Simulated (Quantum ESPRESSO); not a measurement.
# WAu (F-43m) in Quantum ESPRESSO: phonons with LDA

Aim: the phonons of WAu with LDA.

Program: Quantum ESPRESSO 7.5. These are calculated values, not measurements. Logs are shortened: lines on timing, memory, paths and dates and some standing lists are left out, and cuts for length are marked.

## 1. The crystal as given

The structure is cubic, space group F-43m (No. 216). The conventional cell has a = 5.818 Å, b = 5.818 Å, c = 5.818 Å, α = 90.00°, β = 90.00°, γ = 90.00°. Around W (site symmetry -43m) lie 4 Au at 2.52 Å. Au (site symmetry -43m) is surrounded by 4 W at 2.52 Å.

The cell was built by a generator and needn't be a form met in nature.

## 2. Phonons, LDA

Input file pw.in:

```
&CONTROL
  calculation = 'scf'
  prefix = 'pwscf'
  outdir = './tmp'
  pseudo_dir = './pseudo'
  tprnfor = .true.
  tstress = .true.
  disk_io = 'low'
/
&SYSTEM
  ibrav = 0
  nat = 2
  ntyp = 2
  ecutwfc = 70
  nbnd = 24
  occupations = 'smearing'
  smearing = 'mv'
  degauss = 0.01469973
/
&ELECTRONS
  conv_thr = 4d-10
  electron_maxstep = 120
  mixing_beta = 0.5
/
ATOMIC_SPECIES
W    183.8400 W.upf
Au   196.9666 Au.upf
CELL_PARAMETERS angstrom
   0.0000000000    2.9092100000    2.9092100000
   2.9092100000    0.0000000000    2.9092100000
   2.9092100000    2.9092100000    0.0000000000
ATOMIC_POSITIONS crystal
W      0.0000000000    0.0000000000    0.0000000000
Au     0.7500000000    0.7500000000    0.7500000000
K_POINTS automatic
7 7 7 0 0 0
```

Input file relax.in:

```
&CONTROL
  calculation = 'vc-relax'
  prefix = 'pwscf'
  outdir = './tmp'
  pseudo_dir = './pseudo'
  tprnfor = .true.
  tstress = .true.
  disk_io = 'low'
  nstep = 40
  forc_conv_thr = 0.0001
  etot_conv_thr = 1d-06
/
&SYSTEM
  ibrav = 0
  nat = 2
  ntyp = 2
  ecutwfc = 70
  nbnd = 24
  occupations = 'smearing'
  smearing = 'mv'
  degauss = 0.01469973
/
&ELECTRONS
  conv_thr = 4d-10
  electron_maxstep = 120
  mixing_beta = 0.5
/
&IONS
  ion_dynamics = 'bfgs'
/
&CELL
  cell_dynamics = 'bfgs'
  press = 0
  press_conv_thr = 0.2
/
ATOMIC_SPECIES
W    183.8400 W.upf
Au   196.9666 Au.upf
CELL_PARAMETERS angstrom
   0.0000000000    2.9092100000    2.9092100000
   2.9092100000    0.0000000000    2.9092100000
   2.9092100000    2.9092100000    0.0000000000
ATOMIC_POSITIONS crystal
W      0.0000000000    0.0000000000    0.0000000000
Au     0.7500000000    0.7500000000    0.7500000000
K_POINTS automatic
7 7 7 0 0 0
```

Input file scf2.in:

```
&CONTROL
  calculation = 'scf'
  prefix = 'pwscf'
  outdir = './tmp'
  pseudo_dir = './pseudo'
  tprnfor = .true.
  tstress = .true.
  disk_io = 'low'
/
&SYSTEM
  ibrav = 0
  nat = 2
  ntyp = 2
  ecutwfc = 70
  nbnd = 24
  occupations = 'smearing'
  smearing = 'mv'
  degauss = 0.01469973
/
&ELECTRONS
  conv_thr = 1d-13
  electron_maxstep = 120
  mixing_beta = 0.5
  startingpot = 'file'
  startingwfc = 'file'
/
ATOMIC_SPECIES
W    183.8400 W.upf
Au   196.9666 Au.upf
CELL_PARAMETERS angstrom
   0.0000000000    2.8499000655    2.8499000655
   2.8499000655    0.0000000000    2.8499000655
   2.8499000655    2.8499000655    0.0000000000
ATOMIC_POSITIONS crystal
W      0.0000000000    0.0000000000    0.0000000000
Au     0.7500000000    0.7500000000    0.7500000000
K_POINTS automatic
7 7 7 0 0 0
```

Input file ph.in:

```
phonons of WAu
&INPUTPH
  prefix = 'pwscf'
  outdir = './tmp'
  tr2_ph = 1d-18
  fildyn = 'dyn'
  niter_ph = 90
  alpha_mix(1) = 0.4
/
0.0000000000 0.0000000000 0.0000000000
```

Input file dynmat.in:

```
&INPUT
  fildyn = 'dyn'
  asr = 'crystal'
  filout = 'dynmat.disp'
  fileig = 'dynmat.eig'
/
```

Input file relax_v0.99.in:

```
&CONTROL
  calculation = 'relax'
  prefix = 'pwscf'
  outdir = './tmp'
  pseudo_dir = './pseudo'
  tprnfor = .true.
  tstress = .true.
  disk_io = 'low'
  nstep = 30
  forc_conv_thr = 0.0001
  etot_conv_thr = 1d-06
/
&SYSTEM
  ibrav = 0
  nat = 2
  ntyp = 2
  ecutwfc = 70
  nbnd = 24
  occupations = 'smearing'
  smearing = 'mv'
  degauss = 0.01469973
/
&ELECTRONS
  conv_thr = 1d-13
  electron_maxstep = 120
  mixing_beta = 0.5
/
&IONS
  ion_dynamics = 'bfgs'
/
ATOMIC_SPECIES
W    183.8400 W.upf
Au   196.9666 Au.upf
CELL_PARAMETERS angstrom
   0.0000000000    2.8403685560    2.8403685560
   2.8403685560    0.0000000000    2.8403685560
   2.8403685560    2.8403685560    0.0000000000
ATOMIC_POSITIONS crystal
W      0.0000000000    0.0000000000    0.0000000000
Au     0.7500000000    0.7500000000    0.7500000000
K_POINTS automatic
7 7 7 0 0 0
```

Input file ph_v0.99.in:

```
phonons at 0.99 of the volume
&INPUTPH
  prefix = 'pwscf'
  outdir = './tmp'
  tr2_ph = 1d-18
  fildyn = 'dyn_v0.99'
  niter_ph = 90
  alpha_mix(1) = 0.4
/
0.0000000000 0.0000000000 0.0000000000
```

Input file relax_v1.01.in:

```
&CONTROL
  calculation = 'relax'
  prefix = 'pwscf'
  outdir = './tmp'
  pseudo_dir = './pseudo'
  tprnfor = .true.
  tstress = .true.
  disk_io = 'low'
  nstep = 30
  forc_conv_thr = 0.0001
  etot_conv_thr = 1d-06
/
&SYSTEM
  ibrav = 0
  nat = 2
  ntyp = 2
  ecutwfc = 70
  nbnd = 24
  occupations = 'smearing'
  smearing = 'mv'
  degauss = 0.01469973
/
&ELECTRONS
  conv_thr = 1d-13
  electron_maxstep = 120
  mixing_beta = 0.5
/
&IONS
  ion_dynamics = 'bfgs'
/
ATOMIC_SPECIES
W    183.8400 W.upf
Au   196.9666 Au.upf
CELL_PARAMETERS angstrom
   0.0000000000    2.8593682416    2.8593682416
   2.8593682416    0.0000000000    2.8593682416
   2.8593682416    2.8593682416    0.0000000000
ATOMIC_POSITIONS crystal
W      0.0000000000    0.0000000000    0.0000000000
Au     0.7500000000    0.7500000000    0.7500000000
K_POINTS automatic
7 7 7 0 0 0
```

Input file ph_v1.01.in:

```
phonons at 1.01 of the volume
&INPUTPH
  prefix = 'pwscf'
  outdir = './tmp'
  tr2_ph = 1d-18
  fildyn = 'dyn_v1.01'
  niter_ph = 90
  alpha_mix(1) = 0.4
/
0.0000000000 0.0000000000 0.0000000000
```

Potentials or basis: PseudoDojo 0.4.1 SR LDA standard.

Command:

```
$ OMP_NUM_THREADS=1 pw.x -in pw.in > pw.out
$ OMP_NUM_THREADS=1 pw.x -in relax.in > relax.out
$ OMP_NUM_THREADS=1 pw.x -in scf2.in > scf2.out
$ OMP_NUM_THREADS=1 ph.x -in ph.in > ph.out
$ OMP_NUM_THREADS=1 dynmat.x -in dynmat.in > dynmat.out
$ OMP_NUM_THREADS=1 pw.x -in relax_v0.99.in > relax_v0.99.out
$ OMP_NUM_THREADS=1 ph.x -in ph_v0.99.in > ph_v0.99.out
$ OMP_NUM_THREADS=1 pw.x -in relax_v1.01.in > relax_v1.01.out
$ OMP_NUM_THREADS=1 ph.x -in ph_v1.01.in > ph_v1.01.out
```

pw.out:

```text
This program is part of the open-source Quantum ESPRESSO suite
     for quantum simulation of materials; please cite
[... 9 lines left out ...]
     --------------------
     sticks:   dense  smooth     PW     G-vecs:    dense   smooth      PW
     Sum        1159    1159    349                26301    26301    4279

     Using Slab Decomposition

     bravais-lattice index     =            0
     lattice parameter (alat)  =       7.7748  a.u.
     unit-cell volume          =     332.3164 (a.u.)^3
     number of atoms/cell      =            2
     number of atomic types    =            2
     number of electrons       =        33.00
     number of Kohn-Sham states=           24
     kinetic-energy cutoff     =      70.0000  Ry
     charge density cutoff     =     280.0000  Ry
     scf convergence threshold =      4.0E-10
     mixing beta               =       0.5000
     number of iterations used =            8  plain     mixing
     Exchange-correlation= SLA  PW   NOGX NOGC
                           (   1   4   0   0   0   0   0)

     celldm(1)=   7.774795  celldm(2)=   0.000000  celldm(3)=   0.000000
     celldm(4)=   0.000000  celldm(5)=   0.000000  celldm(6)=   0.000000

     crystal axes: (cart. coord. in units of alat)
               a(1) = (   0.000000   0.707107   0.707107 )
               a(2) = (   0.707107   0.000000   0.707107 )
               a(3) = (   0.707107   0.707107   0.000000 )

     reciprocal axes: (cart. coord. in units 2 pi/alat)
               b(1) = ( -0.707107  0.707107  0.707107 )
               b(2) = (  0.707107 -0.707107  0.707107 )
               b(3) = (  0.707107  0.707107 -0.707107 )

     PseudoPot. # 1 for W  read from file:
     W.upf
     Pseudo is Norm-conserving + core correction, Zval = 14.0
     Generated using ONCVPSP code by D. R. Hamann
     Using radial grid of 1380 points,  8 beta functions with:
                l(1) =   0
                l(2) =   0
                l(3) =   1
                l(4) =   1
                l(5) =   2
                l(6) =   2
                l(7) =   3
                l(8) =   3

     PseudoPot. # 2 for Au read from file:
     Au.upf
     Pseudo is Norm-conserving + core correction, Zval = 19.0
     Generated using ONCVPSP code by D. R. Hamann
     Using radial grid of 1324 points,  7 beta functions with:
                l(1) =   0
                l(2) =   0
                l(3) =   1
                l(4) =   1
                l(5) =   2
                l(6) =   2
                l(7) =   3

     atomic species   valence    mass     pseudopotential
     W                14.00   183.84000     W ( 1.00)
     Au               19.00   196.96660     Au( 1.00)

     24 Sym. Ops. (no inversion) found

   Cartesian axes

     site n.     atom                  positions (alat units)
         1        W      tau(   1) = (   0.0000000   0.0000000   0.0000000  )
         2        Au     tau(   2) = (   1.0606602   1.0606602   1.0606602  )

     number of k points=    20  Marzari-Vanderbilt smearing, width (Ry)=  0.0147
                       cart. coord. in units 2pi/alat
        k(    1) = (   0.0000000   0.0000000   0.0000000), wk =   0.0058309
        k(    2) = (   0.1010153   0.1010153  -0.1010153), wk =   0.0466472
        k(    3) = (   0.2020305   0.2020305  -0.2020305), wk =   0.0466472
        k(    4) = (   0.3030458   0.3030458  -0.3030458), wk =   0.0466472
        k(    5) = (   0.2020305  -0.0000000   0.0000000), wk =   0.0349854
        k(    6) = (   0.3030458   0.1010153  -0.1010153), wk =   0.1399417
[... 12 lines left out ...]
        k(   19) = (  -0.1010153  -0.5050763   0.7071068), wk =   0.1399417
        k(   20) = (   0.0000000  -0.4040610   0.6060915), wk =   0.1399417

     Dense  grid:    26301 G-vectors     FFT dimensions: (  45,  45,  45)

     Initial potential from superposition of free atoms

     starting charge      32.9995, renormalised to      33.0000
     Starting wfcs are   20 randomized atomic wfcs +    4 random wfcs

     Self-consistent Calculation

     iteration #  1     ecut=    70.00 Ry     beta= 0.50
     Davidson diagonalization with overlap
     ethr =  1.00E-02,  avg # of iterations =  5.8

     total energy              =    -446.39823936 Ry
     estimated scf accuracy    <       0.55666331 Ry

     iteration #  2     ecut=    70.00 Ry     beta= 0.50
     Davidson diagonalization with overlap
     ethr =  1.69E-03,  avg # of iterations =  2.0
[... 50 lines left out ...]
     total energy              =    -446.65663364 Ry
     estimated scf accuracy    <          1.4E-09 Ry

     iteration # 10     ecut=    70.00 Ry     beta= 0.50
     Davidson diagonalization with overlap
     ethr =  4.24E-12,  avg # of iterations =  2.0

     End of self-consistent calculation

          k = 0.0000 0.0000 0.0000 (  3287 PWs)   bands (ev):

   -94.5191 -61.6324 -45.7007 -45.7007 -45.7007 -25.7801 -25.7801 -25.7801
     5.1512   7.0178   7.0178   7.1112   7.1112   7.1112  11.9569  11.9569
    11.9569  14.2256  14.2256  21.0559  23.7032  23.8126  23.8126  23.8126

          k = 0.1010 0.1010-0.1010 (  3305 PWs)   bands (ev):

   -94.5191 -61.6325 -45.7008 -45.7008 -45.7004 -25.7826 -25.7797 -25.7797
     5.4503   6.8995   6.8995   7.0832   7.2619   7.2619  11.6597  12.0318
    12.0318  14.1689  14.1689  20.5418  21.7012  23.0443  23.0443  23.6290
[... 7 lines left out ...]
          k = 0.3030 0.3030-0.3030 (  3284 PWs)   bands (ev):

   -94.5191 -61.6330 -45.7014 -45.7014 -45.6992 -25.7930 -25.7784 -25.7784
     6.4790   6.9861   6.9861   7.2526   7.2526   7.5984  10.8782  12.4155
    12.4155  14.0484  14.0484  15.0340  20.5741  20.5741  21.2593  24.6880

          k = 0.2020-0.0000 0.0000 (  3287 PWs)   bands (ev):

   -94.5191 -61.6326 -45.7010 -45.7010 -45.7001 -25.7838 -25.7795 -25.7795
     5.5571   6.7307   7.1109   7.1109   7.1357   7.3205  11.4647  12.1459
    12.1459  14.0224  14.2208  21.2037  21.6236  21.6236  22.2617  22.6295

          k = 0.3030 0.1010-0.1010 (  3280 PWs)   bands (ev):

   -94.5191 -61.6328 -45.7013 -45.7013 -45.6993 -25.7882 -25.7792 -25.7788
     6.1453   6.6616   7.0645   7.0930   7.2796   7.3999  11.0885  12.2546
    12.4015  13.8448  14.1881  18.3164  20.2912  20.7888  21.8705  23.4912
[... 19 lines left out ...]
          k =-0.0000-0.2020 0.2020 (  3281 PWs)   bands (ev):

   -94.5191 -61.6327 -45.7013 -45.7009 -45.6997 -25.7859 -25.7795 -25.7794
     5.8993   6.7499   6.9407   7.1359   7.2200   7.4175  11.3571  12.0518
    12.2203  13.9703  14.2163  19.2286  19.9143  22.4707  22.8621  23.0410

          k = 0.4041-0.0000 0.0000 (  3291 PWs)   bands (ev):

   -94.5191 -61.6329 -45.7016 -45.7016 -45.6987 -25.7921 -25.7782 -25.7782
     6.3747   6.8165   7.0958   7.0958   7.2872   7.4262  10.7106  12.7800
    12.7800  13.5427  14.0706  18.4289  18.7936  18.7936  21.7571  22.4678

          k = 0.5051 0.1010-0.1010 (  3294 PWs)   bands (ev):

   -94.5191 -61.6331 -45.7021 -45.7019 -45.6979 -25.7951 -25.7786 -25.7776
     6.4572   6.8360   7.0616   7.1838   7.5424   7.8039  10.5589  12.8733
    12.9476  13.7046  14.2015  15.9992  17.7268  17.8649  22.0648  23.4517

          k =-0.1010-0.5051 0.5051 (  3270 PWs)   bands (ev):

   -94.5191 -61.6332 -45.7026 -45.7019 -45.6974 -25.7945 -25.7807 -25.7775
     6.5298   6.7434   6.9500   7.2040   7.5951   8.3543  10.9405  12.5068
    12.6871  14.1911  14.2110  14.7104  16.6930  18.0820  22.2740  25.6748

          k = 0.0000-0.4041 0.4041 (  3274 PWs)   bands (ev):

   -94.5191 -61.6331 -45.7026 -45.7016 -45.6977 -25.7921 -25.7815 -25.7780
     6.6094   6.7865   6.8088   7.1710   7.5825   8.0451  11.6105  11.8107
    12.2455  14.1273  14.2933  15.4916  16.7360  19.4636  22.3627  25.2756

          k = 0.6061-0.0000 0.0000 (  3286 PWs)   bands (ev):

   -94.5191 -61.6332 -45.7022 -45.7022 -45.6975 -25.7987 -25.7771 -25.7771
     6.4404   6.8888   7.0707   7.0707   7.6925   8.3114  10.1265  13.1270
    13.8337  13.8337  13.9504  15.8099  16.5564  16.5564  21.9731  22.6061

          k =-0.0000-0.6061 0.6061 (  3284 PWs)   bands (ev):

   -94.5191 -61.6332 -45.7025 -45.7022 -45.6972 -25.7982 -25.7783 -25.7771
     6.4918   6.7313   7.0306   7.1479   7.7063   8.6540  10.2224  12.8268
    13.8242  14.1262  14.2236  14.9144  15.9932  16.5986  22.3184  23.4245

          k = 0.4041 0.2020 0.0000 (  3288 PWs)   bands (ev):

   -94.5191 -61.6330 -45.7020 -45.7015 -45.6984 -25.7916 -25.7796 -25.7782
     6.5208   6.7264   6.8894   7.3202   7.3828   7.5331  10.9277  12.4029
    12.5187  13.7794  14.2492  16.8819  17.9676  19.6942  22.6705  23.6341

          k =-0.2020-0.4041 0.6061 (  3290 PWs)   bands (ev):

   -94.5191 -61.6331 -45.7025 -45.7018 -45.6977 -25.7932 -25.7810 -25.7777
     6.6150   6.7051   6.8406   7.3730   7.4562   8.1254  11.1683  12.0035
    12.7495  13.9926  14.4365  14.9213  17.2261  18.5216  22.8157  25.1881

          k =-0.1010-0.5051 0.7071 (  3298 PWs)   bands (ev):

   -94.5191 -61.6332 -45.7025 -45.7022 -45.6973 -25.7962 -25.7797 -25.7771
     6.5097   6.7144   6.9272   7.3142   7.6197   8.4197  10.5636  12.4579
    13.5135  13.9461  14.5746  15.0117  16.1378  17.0410  23.1716  23.6621

          k = 0.0000-0.4041 0.6061 (  3287 PWs)   bands (ev):

   -94.5191 -61.6332 -45.7027 -45.7021 -45.6971 -25.7944 -25.7817 -25.7772
     6.5418   6.6827   6.8481   7.3911   7.5845   8.5423  11.1390  11.8369
    13.4603  13.9881  14.3980  15.1313  15.6238  17.1872  23.5754  25.7762

     the Fermi energy is    12.7161 ev

!    total energy              =    -446.65663364 Ry
     estimated scf accuracy    <          6.7E-11 Ry
     smearing contrib. (-TS)   =       0.00133797 Ry
     internal energy E=F+TS    =    -446.65797160 Ry

     The total energy is F=E-TS. E is the sum of the following terms:
     one-electron contribution =    -201.38353787 Ry
     hartree contribution      =     108.57214568 Ry
     xc contribution           =     -82.78351419 Ry
     ewald contribution        =    -271.06306522 Ry

     convergence has been achieved in  10 iterations

     Forces acting on atoms (cartesian axes, Ry/au):

     atom    1 type  1   force =     0.00000000    0.00000000   -0.00000000
     atom    2 type  2   force =     0.00000000   -0.00000000    0.00000000

     Total force =     0.000000     Total SCF correction =     0.000000

     Computing stress (Cartesian axis) and pressure

          total   stress  (Ry/bohr**3)                   (kbar)     P=      -81.43
  -0.00055358   0.00000000   0.00000000          -81.43        0.00        0.00
   0.00000000  -0.00055358   0.00000000            0.00      -81.43        0.00
   0.00000000   0.00000000  -0.00055358            0.00        0.00      -81.43

=------------------------------------------------------------------------------=
   JOB DONE.
=------------------------------------------------------------------------------=
```

Run time: 32 min. Hardware: 1 thread of Arm Neoverse V2, shared host; peak memory 0.09 GiB.

Results:

| Property | Result |
| --- | --- |
| Free energy | -6077.1505 eV |
| Relaxed volume | 23.15 Å³/atom |
| Relaxed cell | a = 4.030 Å, b = 4.030 Å, c = 4.030 Å, α = 60.00°, β = 60.00°, γ = 60.00° |
| Space group after relaxing (to 0.05 Å) | F-43m (No. 216) |
| Pressure after relaxing | -0.1 GPa |
| Band gap on the k mesh | none (metal or under the smearing width) |
| Highest phonon frequency at Γ | 203 cm⁻¹ |

Step by step:
| step | energy change (eV) | largest force (eV/Å) | pressure (GPa) | volume (Å³) |
| --- | --- | --- | --- | --- |
| 1 | 0.0000 | 0.0000 | -8.14 | 49.24 |
| 2 | -0.0709 | 0.0000 | -2.91 | 47.23 |
| 3 | -0.0795 | 0.0000 | 0.38 | 46.18 |
| 4 | -0.0796 | 0.0000 | -0.02 | 46.30 |
| 5 | -0.0796 | 0.0000 | 0.00 | 46.29 |

Final structure:
```xyz
2
Lattice="0.0000 2.8499 2.8499 2.8499 0.0000 2.8499 2.8499 2.8499 0.0000" Properties=species:S:1:pos:R:3 pbc="T T T"
W     0.0000    0.0000    0.0000
Au    4.2749    4.2749    4.2749
```

Phonon frequencies in cm⁻¹ (negative: imaginary):
```csv
q point,frequencies
"(0.000, 0.000, 0.000)",-1 -1 -1 203 203 203
```

Mode Grüneisen parameters of phonons at Γ, in order of frequency: n/a, n/a, n/a, 1.78, 1.78, 1.78

Optical modes at Γ, degenerate ones joined:
```tsv
cm⁻¹	components	symmetry	active in
203	3	T2	IR and Raman
```

Frequencies at 99 % and 101 % of the volume (pressures 1.5 and -1.6 GPa), ions relaxed:
```
mode  99 % (cm⁻¹)  101 % (cm⁻¹)  Grüneisen parameter
   4        207.0         199.8                 1.78
   5        207.0         199.8                 1.78
   6        207.0         199.8                 1.78
```

Caveat: the mesh is thin for the phonons of a metal. Spin-orbit coupling is left out, which matters for the levels of Au, W.
